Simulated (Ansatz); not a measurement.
# B2ClH6NSi: up Jacob's ladder to CCSD(T)

An exercise on one series of results from a longer session: the logs are not shown, and one member is left open.

The runs use Ansatz 0.2.0, Gaussian basis; functionals in def2-TZVPP, the program's frozen cores in correlated methods.

The runs, in order: PBE-D4, r2SCAN-D4, PBE0-D4, B3LYP-D4, ωB97X-V, ωB97M-V, B2PLYP; CCSD(T)/def2-TZVPP; MP2/def2-QZVPP; extrapolation to the limit.

### The geometry

The geometry comes from an earlier relaxation with PBE0-D4 in a triple-zeta def2 set; it is a stationary point, not always the lowest conformer.

SMILES `BB(Cl)N[SiH3]`, 11 atoms, charge 0, spin multiplicity 1.

Atoms are counted from 1 here; the program's logs count them from 0.

Bond lengths: B1–B2 1.669 Å, B1–H6 1.198 Å, B1–H7 1.198 Å, B2–Cl3 1.798 Å, B2–N4 1.396 Å, N4–Si5 1.754 Å, N4–H8 1.009 Å, Si5–H9 1.485 Å, Si5–H10 1.482 Å, Si5–H11 1.482 Å. Angles: B2–B1–H6 121.5°, B2–B1–H7 121.5°, H6–B1–H7 116.8°, B1–B2–Cl3 109.3°, B1–B2–N4 133.4°, Cl3–B2–N4 117.3°, B2–N4–Si5 126.9°, B2–N4–H8 116.9°, Si5–N4–H8 116.2°, N4–Si5–H9 105.5°, N4–Si5–H10 111.2°, N4–Si5–H11 111.2°, H9–Si5–H10 109.6°, H9–Si5–H11 109.6°, H10–Si5–H11 109.6°.

Set-up of the first run:

in.yaml

```yaml
crystal:
  periodic: [false, false, false]
  atoms:
    - {symbol: B, position_ang: [0.490969, 0.647978, 2.308639]}
    - {symbol: B, position_ang: [0.387891, 0.052370, 0.753083]}
    - {symbol: Cl, position_ang: [1.781069, -1.040765, 0.441370]}
    - {symbol: N, position_ang: [-0.526341, 0.237434, -0.285334]}
    - {symbol: Si, position_ang: [-0.467276, -0.485145, -1.882255]}
    - {symbol: H, position_ang: [1.117488, 1.637658, 2.559026]}
    - {symbol: H, position_ang: [0.024995, 0.053783, 3.238404]}
    - {symbol: H, position_ang: [-1.305806, 0.852237, -0.102680]}
    - {symbol: H, position_ang: [-1.661345, 0.034161, -2.597193]}
    - {symbol: H, position_ang: [-0.537346, -1.963566, -1.804973]}
    - {symbol: H, position_ang: [0.761103, -0.083042, -2.607486]}
basis:
  gaussian: {orbitals: def2-TZVPP}
hamiltonian: {xc: pbe, dispersion: d4}
output: {forces: true, orbitals: {seedname: orbitals}}
```

Run with:

```console
ansatz run in.yaml --threads 4 --pin off --events-out ev --progress --plain --max-ram 10444MiB
```

Steps of the session up to this table: PBE-D4 (GGA); r2SCAN-D4 (meta-GGA); PBE0-D4 (hybrid); B3LYP-D4 (hybrid); ωB97X-V (range-separated); ωB97M-V (range-separated); B2PLYP (double hybrid); CCSD(T) in def2-TZVPP; MP2 in def2-QZVPP.

One table of the session follows, with a row left open; its other results are not shown here.

It belongs to the step «Atomisation energies». 

```
            method  atomisation energy (kJ/mol)
            PBE-D4                       3816.1
         r2SCAN-D4                       3793.9
           PBE0-D4                       3778.8
          B3LYP-D4                       3793.1
           ωB97X-V                       3800.6
           ωB97M-V                       3800.0
            B2PLYP                       3741.8
     HF/def2-TZVPP                            ?
    MP2/def2-TZVPP                       3715.4
   CCSD/def2-TZVPP                       3615.8
CCSD(T)/def2-TZVPP                       3662.6
           MP2/CBS                       3812.1
       CCSD(T)/CBS                       3759.3
```

Estimate the missing values for HF/def2-TZVPP.

The run gave: atomisation energy (kJ/mol): 2870.8. In the column «atomisation energy (kJ/mol)» it is the lowest.

Limits of these values: Free atoms (2 B, 1 Cl, 1 N, 1 Si, 6 H) were run apart at each level; the atomisation energy is their sum less the molecule, without zero-point or spin-orbit terms.
